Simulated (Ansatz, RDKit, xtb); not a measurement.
# C4H9FSi: ranking a sample of isomers, part 2 of 2

A sample of isomers of C4H9FSi is drawn. Aim: find which of them has the lowest free energy at 298.15 K, then its properties. The sample is small against all isomers, and the most stable one of this formula need not be in it.

xtb, Ansatz and PySCF; isolated molecules. The steps go on from the part before.

## Step 10: c987a at MP2/def2-TZVPP

Input file input.yaml:

```yaml
crystal:
  periodic: [false, false, false]
  atoms:
    - symbol: C
      position_ang: [0.502166, 0.869722, -1.269156]
    - symbol: C
      position_ang: [-0.511793, -0.211092, -0.855632]
    - symbol: C
      position_ang: [0.481209, -0.658384, 0.250170]
    - symbol: C
      position_ang: [1.237567, 0.698925, 0.079543]
    - symbol: F
      position_ang: [-0.017115, 2.132841, -1.530746]
    - symbol: Si
      position_ang: [0.792586, 2.019713, 1.374879]
    - symbol: H
      position_ang: [1.125986, 0.581513, -2.143804]
    - symbol: H
      position_ang: [-1.413778, 0.272055, -0.430632]
    - symbol: H
      position_ang: [-0.823758, -0.949972, -1.619138]
    - symbol: H
      position_ang: [1.102103, -1.522289, -0.059701]
    - symbol: H
      position_ang: [0.051863, -0.886045, 1.246878]
    - symbol: H
      position_ang: [2.345008, 0.640654, 0.020060]
    - symbol: H
      position_ang: [-0.698063, 2.112652, 1.553673]
    - symbol: H
      position_ang: [1.396720, 1.598457, 2.689063]
    - symbol: H
      position_ang: [1.340981, 3.367764, 1.002244]
basis:
  gaussian:
    orbitals: def2-TZVPP
correlation:
  method: mp2
  frozen_orbitals: {Si: 5, C: 1, H: 0, F: 1}
```

Launch:

```console
$ ansatz run input.yaml --threads 2 --pin off --max-ram 5220MiB --events-out events.jsonl --progress --plain --runs-dir runs
```

Log:

```text
Warning: RAYON_NUM_THREADS=2 ignored (pool sized by the plan → 2); use --threads N
Functional definition: HF
  name "HF"
  exchange = exact_x
  correlation = 0
1903 factors; integrals over basis functions are off by at most 1.1e-3 eV
mean field evaluation 1: about -14830.1082 eV, gradient 3.7e1 eV
mean field evaluation 2: about -14830.4164 eV, gradient 3.8e1 eV
mean field evaluation 4: about -14834.3934 eV, gradient 4.6e0 eV
mean field evaluation 8: about -14834.4654 eV, gradient 2.0e-1 eV
mean field -14834.46556823 eV, -545.1565544705 hartree, gradient 1.5e-6 eV, S^2 0.000000; 0 other end points of the search recorded, 0 dependent functions left out
10 core orbitals not correlated: weight in the atoms' cores, before any rotation towards them, 1.000 or more for the frozen orbitals, at most 0.000 for the correlated occupied ones
reference -14834.46556823 eV, -545.1565544705 hartree; 18, 18 occupied and 295, 295 virtual orbitals, 1903 factors
second order -28.67166215 eV of doubles, -0.00000000 eV of singles
Total energy: -14863.13723037 eV, -546.2102186200 hartree
```

Wall time 32 s (2 threads of Intel Xeon at 2.50GHz (Skylake/Cascade Lake), shared host); peak memory 1.1 GiB.

## Step 11: c224a at CCSD(T)/def2-SVP

Input file input.yaml:

```yaml
basis:
  gaussian:
    orbitals: def2-SVP
crystal:
  periodic: [false, false, false]
  atoms:
    - symbol: C
      position_ang: [0.791471, 2.336381, 0.469522]
    - symbol: C
      position_ang: [-0.278974, 1.625261, -0.376491]
    - symbol: C
      position_ang: [0.119399, 0.305748, 0.358418]
    - symbol: C
      position_ang: [1.478997, 0.983319, 0.722138]
    - symbol: F
      position_ang: [1.537200, 3.321356, -0.148218]
    - symbol: Si
      position_ang: [0.132079, -1.319723, -0.611505]
    - symbol: H
      position_ang: [0.363431, 2.764052, 1.404346]
    - symbol: H
      position_ang: [0.042255, 1.614096, -1.439100]
    - symbol: H
      position_ang: [-1.328439, 1.974483, -0.317093]
    - symbol: H
      position_ang: [-0.498550, 0.178290, 1.272765]
    - symbol: H
      position_ang: [0.969887, -1.146117, -1.852021]
    - symbol: H
      position_ang: [0.718699, -2.433527, 0.216008]
    - symbol: H
      position_ang: [-1.263794, -1.710543, -1.021697]
    - symbol: H
      position_ang: [1.925509, 0.786258, 1.716451]
    - symbol: H
      position_ang: [2.244843, 0.809807, -0.062609]
correlation:
  method: ccsd_t
  frozen_orbitals: {Si: 5, C: 1, H: 0, F: 1}
```

Launch:

```console
$ ansatz run input.yaml --threads 2 --pin off --max-ram 5220MiB --events-out events.jsonl --progress --plain --runs-dir runs
```

Log, shortened:

```text
Warning: RAYON_NUM_THREADS=2 ignored (pool sized by the plan → 2); use --threads N
[... 2 set-up lines as earlier in the session ...]
[...]
1347 factors; integrals over basis functions are off by at most 1.3e-3 eV
[...]
mean field -14823.69152429 eV, -544.7606156585 hartree, gradient 1.6e-6 eV, S^2 0.000000; 0 other end points of the search recorded, 0 dependent functions left out
10 core orbitals not correlated: weight in the atoms' cores, before any rotation towards them, 1.000 or more for the frozen orbitals, at most 0.000 for the correlated occupied ones
reference -14823.69152429 eV, -544.7606156585 hartree; 18, 18 occupied and 105, 105 virtual orbitals, 1347 factors
second order -22.91683930 eV of doubles, -0.00000000 eV of singles
cycle   1  -23.98631608 eV  change    -1.1e0 eV  update   1.0e-1
[...]
cycle   9  -24.74637521 eV  change    4.8e-9 eV  update   1.2e-5
perturbative correction -0.72149439 eV, -0.0265144297 hartree
Total energy: -14849.15939388 eV, -545.6965426034 hartree
```

Run time: 51 s. Hardware: 2 threads of Intel Xeon at 2.50GHz (Skylake/Cascade Lake), shared host; peak memory 0.96 GiB.

## Step 12: The ranking

Energies in kcal/mol from c987a; G adds the thermal terms to the CCSD(T)/def2-SVP + MP2/def2-TZVPP - MP2/def2-SVP energy. The columns left of the relaxed level are at the tight-binding geometries.

```csv
label,SMILES,spin,GFN2-xTB,HF/STO-3G,r2SCAN-D4/def2-SVP,PBE-D3(BJ)/def2-SVP,HF/def2-SVP,MP2/def2-SVP,CCSD(T)/def2-SVP + MP2/def2-TZVPP - MP2/def2-SVP,G,share at equilibrium,T1
c987a,F[C@@H]1CC[C@@H]1[SiH3],singlet,0.0,0.0,0.0,0.0,0.0,0.0,0.0,0.0,37.2 %,0.010
c224a,F[C@H]1C[C@@H]([SiH3])C1,singlet,1.3,0.6,2.0,1.3,0.6,0.8,0.3,0.1,33.1 %,0.010
c159a,F[C@@H]1CC[C@H]1[SiH3],singlet,0.8,0.2,1.8,1.4,0.9,1.2,0.7,0.3,21.2 %,0.010
c169b,F[C@H]1C[C@H]([SiH3])C1,singlet,1.5,1.1,2.3,1.9,1.6,1.8,1.1,0.9,8.3 %,0.010
c074b,FC1([SiH3])CCC1,singlet,1.7,2.1,4.5,3.8,5.2,4.6,3.8,3.4,0.1 %,0.010
```

Lowest found: c987a, `F[C@@H]1CC[C@@H]1[SiH3]`, a singlet. Bond lengths: C1–C2 1.539 Å, C2–C3 1.552 Å, C1–C4 1.546 Å, C3–C4 1.563 Å, C1–F5 1.391 Å, C4–Si6 1.903 Å, C1–H7 1.112 Å, C2–H8 1.108 Å, C2–H9 1.107 Å, C3–H10 1.108 Å, C3–H11 1.109 Å, C4–H12 1.111 Å, Si6–H13 1.504 Å, Si6–H14 1.506 Å, Si6–H15 1.502 Å. Some angles: C1–C2–C3 88.4°, C2–C1–C4 90.1°, C2–C1–F5 116.3°, C4–C1–F5 116.2°, C2–C3–C4 88.9°, C1–C4–C3 87.8°, C1–C4–Si6 114.0°, C3–C4–Si6 114.5°, C1–C2–H8 109.5°, C1–C2–H9 118.0°.

```xyz
15

C     0.5022    0.8697   -1.2692
C    -0.5118   -0.2111   -0.8556
C     0.4812   -0.6584    0.2502
C     1.2376    0.6989    0.0795
F    -0.0171    2.1328   -1.5307
Si    0.7926    2.0197    1.3749
H     1.1260    0.5815   -2.1438
H    -1.4138    0.2721   -0.4306
H    -0.8238   -0.9500   -1.6191
H     1.1021   -1.5223   -0.0597
H     0.0519   -0.8860    1.2469
H     2.3450    0.6407    0.0201
H    -0.6981    2.1127    1.5537
H     1.3967    1.5985    2.6891
H     1.3410    3.3678    1.0022
```

## Step 13: What came out

This closing draws on all 2 parts.

| quantity | value |
| --- | --- |
| lowest structure found | F[C@@H]1CC[C@@H]1[SiH3], singlet |
| next finalist | F[C@H]1C[C@@H]([SiH3])C1, singlet, 0.1 kcal/mol higher in G |
| share at equilibrium, among the finalists | 37.2 % |
| funnel | 9 starts, 5 minima at GFN2-xTB, 7 screening runs, 5 relaxed, 5 ranked |
| CPU time of all runs | 21 min |

`F[C@@H]1CC[C@@H]1[SiH3]` comes out lowest. Its margin of 0.1 kcal/mol is inside the likely error of CCSD(T)/def2-SVP + MP2/def2-TZVPP - MP2/def2-SVP with harmonic terms (about 1.5 kcal/mol), so the order of the first two is not settled. GFN2-xTB, HF/STO-3G, r2SCAN-D4/def2-SVP, PBE-D3(BJ)/def2-SVP, HF/def2-SVP and MP2/def2-SVP already put its bonding pattern lowest among the structures in one piece. The largest share of the time went into the final energies (59 %). Lowest found is not proven lowest: the search is finite, and each finalist counts with one conformer. Only 5 drawn patterns were tried, so whole families of isomers are missing, and the result ranks this sample alone. The lowest isomer need not be the one that is made and kept in a bottle, which depends on barriers.
